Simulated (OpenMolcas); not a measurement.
# triplet NaI: levels of theory compared

Aim: a comparison of 6 runs (UHF/def2-TZVP, UBLYP/def2-TZVP, UPBE/def2-TZVP, UPBE0/def2-TZVP, UTPSS/def2-TZVP, ROMP2/def2-TZVP) of triplet NaI. 

Program for the calculation: OpenMolcas 26.06.

1 further run of the same task is left out (it didn't finish).

**1. The system as given**

The species is NaI (2 atoms), meant as a triplet with charge 0. As SMILES of the parent species, `[Na][I]`. The shape is that of a PBE0-D4/def2-TZVP optimisation. That shape belongs to the parent species and isn't relaxed for this state.

Bond lengths: Na1–I2 2.715 Å.

**2. The energy at UHF/def2-TZVP (core potential) (run 1)**

Input file coord.xyz:

```xyz
2

Na     0.000000     0.000000     0.044310
I      0.000000     0.000000     2.758810
```

Input file calc.input:

```
* INa Hartree-Fock
>>> EXPORT MOLCAS_PRINT=2

&GATEWAY
  BasLib=$CurrDir
  Coord=coord.xyz
  Basis=def2-TZVP
  Group=NoSym

&SEWARD

&SCF
  UHF
  Spin=3
  Thresholds=1e-10 1e-07 1e-07 1e-05
  PrOrbitals=1 1
```

The basis set def2-TZVP is read from a file made from the Basis Set Exchange's data (not shown).

Command:

```console
$ export MOLCAS_MEM=1860
$ pymolcas calc.input > calc.log
```

What it wrote:

```text
--- Start Module: gateway ---
[...]
--- Stop Module: gateway /rc=_RC_ALL_IS_WELL_ ---
--- Start Module: seward ---
[...]
      Basis functions           82
--- Stop Module: seward /rc=_RC_ALL_IS_WELL_ ---
[...]
--- Start Module: scf ---
[...]
       Convergence after  23 Iterations
[...]
::    Total SCF energy                               -458.4873564756
[...]
      Total spin, S                                     1.0032306868
[...]
      Total electronic charge=   36.000000
      Total            charge=   -0.000000
[...]
      Dipole Moment (debye):
      Origin of the operator (angstrom)=    0.0000    0.0000    2.3425
                   X= -2.7626E-15               Y=  1.0098E-15               Z=  4.4061E+00           Total=  4.4061E+00
      Quadrupole Moment (debye*angstrom):
[...]
--- Stop Module: scf /rc=_RC_ALL_IS_WELL_ ---
[...]
```

Run time: 4.5 s. Hardware: 1 thread of Arm Neoverse V2, shared host; peak memory 0.46 GiB.

**3. The energy at UBLYP/def2-TZVP (core potential) (run 2)**

coord.xyz is that of step 2.

Input file mol.input:

```
* INa Kohn-Sham DFT
>>> EXPORT MOLCAS_PRINT=2
&GATEWAY
BASLIB=$CurrDir
COORD=coord.xyz
BASIS=def2-TZVP
GROUP=NoSym
&SEWARD
GRIDINPUT
Grid=UltraFine
End of Grid
&SCF
UHF
SPIN=3
KSDFT=BLYP
THRESHOLDS=1e-10 1e-07 1e-07 1e-05
PRORBITALS=1 1
```

The basis set def2-TZVP is read from a file made from the Basis Set Exchange's data (not shown).

Command:

```console
$ export MOLCAS_MEM=1860
$ pymolcas mol.input > mol.log
```

What it wrote:

```text
--- Start Module: gateway ---
[...]
--- Stop Module: gateway /rc=_RC_ALL_IS_WELL_ ---
--- Start Module: seward ---
[...]
      Basis functions           82
--- Stop Module: seward /rc=_RC_ALL_IS_WELL_ ---
[...]
--- Start Module: scf ---
[...]
       Convergence after  30 Iterations
[...]
::    Total KS-DFT energy                            -459.8875918921
[...]
      Total spin, S                                     1.0005401364
[...]
      Total electronic charge=   36.000000
      Total            charge=   -0.000000
[...]
      Dipole Moment (debye):
      Origin of the operator (angstrom)=    0.0000    0.0000    2.3425
                   X= -7.6397E-14               Y=  7.6561E-14               Z=  2.8539E+00           Total=  2.8539E+00
      Quadrupole Moment (debye*angstrom):
[...]
--- Stop Module: scf /rc=_RC_ALL_IS_WELL_ ---
[...]
```

It took 21 s on 1 thread of Arm Neoverse V2, shared host; peak memory 0.46 GiB.

Runs 3 to 5 aren't shown in full; the table further down has their settings and results.

**4. A single-point energy at ROMP2/def2-TZVP (core potential) (run 6)**

Input file mol.xyz:

```xyz
2

Na     0.000000     0.000000     0.044310
I      0.000000     0.000000     2.758810
```

Input file calc.input:

```
&GATEWAY
  BasLib=$CurrDir
  Coord=mol.xyz
  Basis=def2-TZVP
  Group=NoSym

&SEWARD

&SCF
  UHF
  Spin=3
  Thresholds=1e-10 1e-07 1e-07 1e-05
  PrOrbitals=1 1

&RASSCF
  FileOrb=$Project.UnaOrb
  Spin=3
  Nactel=2 0 0
  Inactive=17
  Ras2=2
  OutOrbitals=Canonical
  OrbListing=NoCore

&CASPT2
  IPEA=0.0
  Frozen=5
```

The basis set def2-TZVP is read from a file made from the Basis Set Exchange's data (not shown).

Command:

```console
$ export MOLCAS_MEM=1860
$ pymolcas calc.input > calc.log
```

What it wrote:

```text
--- Start Module: gateway ---
[...]
--- Stop Module: gateway /rc=_RC_ALL_IS_WELL_ ---
[...]
      Basis functions           82
[...]
       Convergence after  23 Iterations
[...]
::    Total SCF energy                               -458.4873564756
[...]
      Total spin, S                                     1.0032306868
[...]
--- Start Module: rasscf ---
[...]
      Number of active orbitals                  2
[...]
      Spin quantum number                      1.0
[...]
      Active orbitals                            2
[...]
      Number of CSFs                             1
[...]
      Number of root(s) required                 1
[...]
      Convergence after  7 iterations
[...]
      printout of CI-coefficients larger than  0.05 for root  1
      energy=    -458.482908
      conf/sym  11     Coeff  Weight
             1  uu   1.00000 1.00000
      Natural orbitals and occupation numbers for root  1
      sym 1:   1.000000   1.000000
      ************************************************************************************************************************
      *                                                    Final results                                                     *
[...]
::    RASSCF root number  1 Total energy:   -458.48290831
[...]
      Total electronic charge=   36.000000
      Total            charge=   -0.000000
[...]
      Dipole Moment (debye):
      Origin of the operator (angstrom)=    0.0000    0.0000    2.3425
                   X=  4.5090E-08               Y=  9.5301E-08               Z=  4.4072E+00           Total=  4.4072E+00
      Quadrupole Moment (debye*angstrom):
[...]
--- Stop Module: rasscf /rc=_RC_ALL_IS_WELL_ ---
[...]
      E2 (Variational):          -0.6488860348
      Total energy:            -459.1317943457
[...]
      Reference weight:           0.88439
[...]
::    CASPT2 Root  1     Total energy:   -459.13179435
[...]
```

Wall time 7.2 s (1 thread of Arm Neoverse V2, shared host); peak memory 0.46 GiB.

**5. The series**

| run | level | integration grid | frozen core orbitals | energy (Eh) | dipole moment (D) | HOMO energy (eV) | ⟨S²⟩ | wall time |
| --- | --- | --- | --- | --- | --- | --- | --- | --- |
| 1 | UHF/def2-TZVP (core potential) | – | – | -458.487356 | 4.41 | -4.26 | 2.010 | 4.5 s |
| 2 | UBLYP/def2-TZVP (core potential) | UltraFine | – | -459.887592 | 2.85 | -2.37 | 2.002 | 21 s |
| 3 | UPBE/def2-TZVP (core potential) | UltraFine | – | -459.810498 | 3.00 | -2.54 | 2.002 | 23 s |
| 4 | UPBE0/def2-TZVP (core potential) | UltraFine | – | -459.852431 | 3.33 | -3.04 | 2.003 | 17 s |
| 5 | UTPSS/def2-TZVP (core potential) | UltraFine | – | -459.838671 | 3.31 | -2.46 | 2.003 | 31 s |
| 6 | ROMP2/def2-TZVP (core potential) | – | 5 | -459.131794 | – | – | – | 7.2 s |

**6. Results**

```
           quantity          value
run 6: total energy  -459.13179 Eh
```

What this shows: Over runs 1, 2, 3, 4, 5 the dipole moment (its size) runs from 2.85 D (UBLYP/def2-TZVP) to 4.41 D (UHF/def2-TZVP). Totals of different functionals can't be ranked against each other. All runs together took 1.7 min, the longest 31 s.
